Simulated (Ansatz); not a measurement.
# C₃H₇BFN: up Jacob's ladder to CCSD(T)

One table from this session's results is given with a row withheld; the runs are named, their logs left out.

Method: functionals in def2-TZVPP, the program's frozen cores in correlated methods; program: Ansatz 0.2.0, Gaussian basis.

Levels to be run: PBE-D4, r2SCAN-D4, PBE0-D4, B3LYP-D4, ωB97X-V, ωB97M-V, B2PLYP; CCSD(T)/def2-TZVPP; MP2/def2-QZVPP; extrapolation to the limit.

## Structure used throughout

The geometry comes from an earlier relaxation with PBE0-D4 in a triple-zeta def2 set; it is a stationary point, not always the lowest conformer.

SMILES `BN/C(C)=C\F`, 13 atoms, charge 0, spin multiplicity 1.

Atoms are counted from 1 here; the program's logs count them from 0.

Bond lengths: B1–N2 1.395 Å, B1–H7 1.195 Å, B1–H8 1.193 Å, N2–C3 1.395 Å, N2–H9 1.010 Å, C3–C4 1.487 Å, C3–C5 1.330 Å, C4–H10 1.093 Å, C4–H11 1.090 Å, C4–H12 1.093 Å, C5–F6 1.348 Å, C5–H13 1.080 Å. Angles: N2–B1–H7 117.5°, N2–B1–H8 120.4°, H7–B1–H8 122.1°, B1–N2–C3 129.0°, B1–N2–H9 118.5°, C3–N2–H9 112.5°, N2–C3–C4 118.9°, N2–C3–C5 120.4°, C4–C3–C5 120.7°, C3–C4–H10 111.0°, C3–C4–H11 110.2°, C3–C4–H12 111.0°, H10–C4–H11 108.6°, H10–C4–H12 107.2°, H11–C4–H12 108.6°, C3–C5–F6 120.8°, C3–C5–H13 125.6°, F6–C5–H13 113.6°.

The first run:

The input, in.yaml:

```yaml
crystal:
  periodic: [false, false, false]
  atoms:
    - {symbol: B, position_ang: [-1.915028, -0.248864, -0.625398]}
    - {symbol: N, position_ang: [-0.882691, 0.588199, -0.200710]}
    - {symbol: C, position_ang: [0.422973, 0.257494, 0.164359]}
    - {symbol: C, position_ang: [0.842232, -1.168377, 0.118298]}
    - {symbol: C, position_ang: [1.275463, 1.204305, 0.546643]}
    - {symbol: F, position_ang: [0.898121, 2.497300, 0.589205]}
    - {symbol: H, position_ang: [-2.964075, 0.258895, -0.888779]}
    - {symbol: H, position_ang: [-1.739968, -1.425714, -0.716676]}
    - {symbol: H, position_ang: [-1.062596, 1.579762, -0.133846]}
    - {symbol: H, position_ang: [0.741052, -1.574449, -0.891281]}
    - {symbol: H, position_ang: [1.882184, -1.265216, 0.429737]}
    - {symbol: H, position_ang: [0.222074, -1.780917, 0.777527]}
    - {symbol: H, position_ang: [2.300758, 1.042782, 0.845519]}
basis:
  gaussian: {orbitals: def2-TZVPP}
hamiltonian: {xc: pbe, dispersion: d4}
output: {forces: true, orbitals: {seedname: orbitals}}
```

On the command line:

```console
ansatz run in.yaml --threads 4 --pin off --events-out ev --progress --plain --max-ram 10444MiB
```

Among the steps run: PBE-D4 (GGA); r2SCAN-D4 (meta-GGA); PBE0-D4 (hybrid); B3LYP-D4 (hybrid); ωB97X-V (range-separated); ωB97M-V (range-separated); B2PLYP (double hybrid); CCSD(T) in def2-TZVPP; MP2 in def2-QZVPP.

One table of the session follows, with a row left open; its other results are not shown here.

```
            method  atoms, summed (eV)  atomisation energy (eV)
            PBE-D4           -8046.314                   55.816
         r2SCAN-D4           -8053.037                   54.405
           PBE0-D4           -8048.084                   54.662
          B3LYP-D4           -8058.150                   54.439
           ωB97X-V           -8055.045                   54.275
           ωB97M-V           -8054.174                   54.413
            B2PLYP           -8051.705                   53.793
     HF/def2-TZVPP           -8025.263                   39.610
    MP2/def2-TZVPP                   ?                        ?
   CCSD/def2-TZVPP           -8042.803                   51.826
CCSD(T)/def2-TZVPP           -8043.160                   52.669
           MP2/CBS           -8042.550                   55.024
       CCSD(T)/CBS           -8045.902                   53.993
```

Q: Estimate the row for MP2/def2-TZVPP from the others.

The run gave: atoms, summed (eV): -8039.807; atomisation energy (eV): 53.700. In the column «atoms, summed (eV)» it lies between MP2/CBS (-8042.550) and HF/def2-TZVPP (-8025.263).

To keep in mind: Free atoms (1 B, 1 N, 3 C, 1 F, 7 H) were run apart at each level; the atomisation energy is their sum less the molecule, without zero-point or spin-orbit terms.
